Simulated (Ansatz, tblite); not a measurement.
**Sn14H20 off sphere (Sn₇Ge₇H₂₀): rung by rung**

One table from this session's results is given with a row withheld; the runs are named, their logs left out.

The runs use Ansatz 0.2.0, Gaussian basis; as each input shows.

Plan: GFN1-xTB, GFN2-xTB, PBE-D4/def2-SVP, r2SCAN-D4/def2-SVP, B2PLYP/def2-SVP, B97M-V/def2-SVP, HF/def2-SVP, PBE+5HF/def2-SVP, PBE+10HF/def2-SVP, PBE+15HF/def2-SVP, PBE+35HF/def2-SVP, PBE+50HF/def2-SVP, PBE0-D4/def2-TZVP, PBE-D4/def2-TZVP, MP2/def2-SVP, RPA/def2-SVP.

3 further runs of the same task are left out: 1 that didn't finish, 2 set aside as unsound or not needed.

## The geometry

The geometry is that of the singlet, from an earlier relaxation (r2SCAN-D4/def2-SVP).

34 atoms, charge 0, spin multiplicity 1.

Bond lengths: Sn1–Ge9 2.621 Å, Sn1–Ge10 2.620 Å, Sn1–H15 1.720 Å, Sn1–H16 1.721 Å, Sn2–Sn8 2.794 Å, Sn2–Sn11 2.794 Å, Sn2–Ge12 2.623 Å, Sn2–H17 1.725 Å, Sn3–Ge9 2.624 Å, Sn3–Sn11 2.797 Å, Sn3–Ge13 2.624 Å, Sn3–H18 1.726 Å, Sn4–Sn8 2.798 Å, Sn4–Ge9 2.623 Å, Sn4–Ge14 2.623 Å, Sn4–H19 1.726 Å, Ge5–Ge10 2.433 Å, Ge5–Ge14 2.436 Å and more. Angles: Ge9–Sn1–Ge10 108.1°, Ge9–Sn1–H15 110.7°, Ge9–Sn1–H16 110.0°, Ge10–Sn1–H15 109.8°, Ge10–Sn1–H16 110.2°, H15–Sn1–H16 108.1°, Sn8–Sn2–Sn11 107.5°, Sn8–Sn2–Ge12 107.3°, Sn8–Sn2–H17 111.8°, Sn11–Sn2–Ge12 109.2°, Sn11–Sn2–H17 111.8°, Ge12–Sn2–H17 109.1°, Ge9–Sn3–Sn11 112.6°, Ge9–Sn3–Ge13 107.2°, Ge9–Sn3–H18 109.0°, Sn11–Sn3–Ge13 107.2°, Sn11–Sn3–H18 111.9°, Ge13–Sn3–H18 108.7° and more.

Sn takes a core potential in the def2 sets. No spin-orbit coupling is included.

PBE0-D4/def2-SVP was run before; its log isn't repeated, and its numbers join the tables.

Set-up of the first run:

Tight binding, by tblite at 300 K electronic temperature and without a spin-polarisation term:

```python
tblite.interface.Calculator('GFN1-xTB', numbers, positions, charge=0, uhf=0).singlepoint()
```

Tight binding, by tblite at 300 K electronic temperature and without a spin-polarisation term:

```python
tblite.interface.Calculator('GFN2-xTB', numbers, positions, charge=0, uhf=0).singlepoint()
```

start.molden holds the orbitals of an earlier run on this state, given as this run's starting guess.

in.yaml

```yaml
crystal:
  periodic: [false, false, false]
  atoms:
    - {symbol: Sn, position_ang: [0.765449, -3.775086, 0.859221]}
    - {symbol: Sn, position_ang: [-2.259803, 2.438958, -2.280837]}
    - {symbol: Sn, position_ang: [0.732553, -0.855268, -2.277379]}
    - {symbol: Sn, position_ang: [-2.272045, -0.794147, 0.793015]}
    - {symbol: Ge, position_ang: [0.784451, -0.658781, 3.608278]}
    - {symbol: Ge, position_ang: [0.734607, 2.093256, 0.688840]}
    - {symbol: Sn, position_ang: [3.756245, -0.694047, 0.777269]}
    - {symbol: Sn, position_ang: [-3.951171, 0.803587, -0.773640]}
    - {symbol: Ge, position_ang: [-0.763194, -2.330424, -0.705376]}
    - {symbol: Ge, position_ang: [2.211117, -2.144427, 2.313053]}
    - {symbol: Sn, position_ang: [-0.773916, 0.782809, -3.970919]}
    - {symbol: Ge, position_ang: [-0.638389, 3.637649, -0.603824]}
    - {symbol: Ge, position_ang: [2.157777, 0.721431, -0.737939]}
    - {symbol: Ge, position_ang: [-0.624212, 0.712472, 2.168913]}
    - {symbol: H, position_ang: [1.792750, -4.796752, -0.068310]}
    - {symbol: H, position_ang: [-0.204201, -4.771661, 1.872966]}
    - {symbol: H, position_ang: [-3.141269, 3.629805, -3.163824]}
    - {symbol: H, position_ang: [1.802778, -1.881478, -3.161032]}
    - {symbol: H, position_ang: [-3.167648, -1.785191, 1.885632]}
    - {symbol: H, position_ang: [-0.114551, -1.484500, 4.551709]}
    - {symbol: H, position_ang: [1.666365, 0.255146, 4.485074]}
    - {symbol: H, position_ang: [1.667972, 2.945902, 1.584574]}
    - {symbol: H, position_ang: [4.763641, -1.700807, -0.186124]}
    - {symbol: H, position_ang: [4.765040, 0.325061, 1.727275]}
    - {symbol: H, position_ang: [-4.930813, -0.182323, -1.788579]}
    - {symbol: H, position_ang: [-5.004882, 1.735923, 0.217211]}
    - {symbol: H, position_ang: [-1.655393, -3.256803, -1.566824]}
    - {symbol: H, position_ang: [3.071745, -2.971399, 3.297896]}
    - {symbol: H, position_ang: [-1.804179, -0.132162, -5.001659]}
    - {symbol: H, position_ang: [0.280358, 1.700530, -4.975674]}
    - {symbol: H, position_ang: [0.293098, 4.598167, -1.372489]}
    - {symbol: H, position_ang: [-1.472156, 4.493067, 0.374342]}
    - {symbol: H, position_ang: [2.981740, 1.675321, -1.636712]}
    - {symbol: H, position_ang: [-1.449866, 1.666149, 3.065875]}
basis:
  gaussian: {orbitals: def2-SVP, fitting: {mean_field: def2-universal-jkfit}, initial_orbitals: start.molden}
hamiltonian: {xc: pbe, dispersion: d4}
scf: {omitted_lower_state_checks: [starts]}
output: {forces: true, orbitals: {seedname: orbitals}}
```

Started as:

```bash
$ ansatz run in.yaml --threads 2 --pin off --events-out ev --progress --plain --max-ram 22528MiB --backend cuda --devices 0, --max-vram 18GiB
```

Among the steps run: PBE-D4/def2-SVP; r2SCAN-D4/def2-SVP; B2PLYP/def2-SVP; B97M-V/def2-SVP; HF/def2-SVP; PBE+5HF/def2-SVP; PBE+10HF/def2-SVP; PBE+15HF/def2-SVP; PBE+35HF/def2-SVP; PBE+50HF/def2-SVP; PBE0-D4/def2-TZVP; PBE-D4/def2-TZVP; MP2/def2-SVP; RPA/def2-SVP.

One table of the session follows, with a row left open; its other results are not shown here.

It belongs to the step «Binding energy». 

```
             level  binding an atom (eV)
       HF/def2-SVP                 1.814
   PBE-D4/def2-SVP                     ?
  PBE-D4/def2-TZVP                 2.656
r2SCAN-D4/def2-SVP                 2.666
   B97M-V/def2-SVP                 2.712
  PBE0-D4/def2-SVP                 2.650
 PBE0-D4/def2-TZVP                 2.660
      MP2/def2-SVP                 2.468
```

Estimate the missing values for PBE-D4/def2-SVP.

The run gave: binding an atom (eV): 2.647. In the column «binding an atom (eV)» it lies between MP2/def2-SVP (2.468) and PBE0-D4/def2-SVP (2.650).

Limits of these values: Free atoms were run apart at each level; binding is atoms less cluster, divided by the number of atoms, without zero-point or spin-orbit terms.
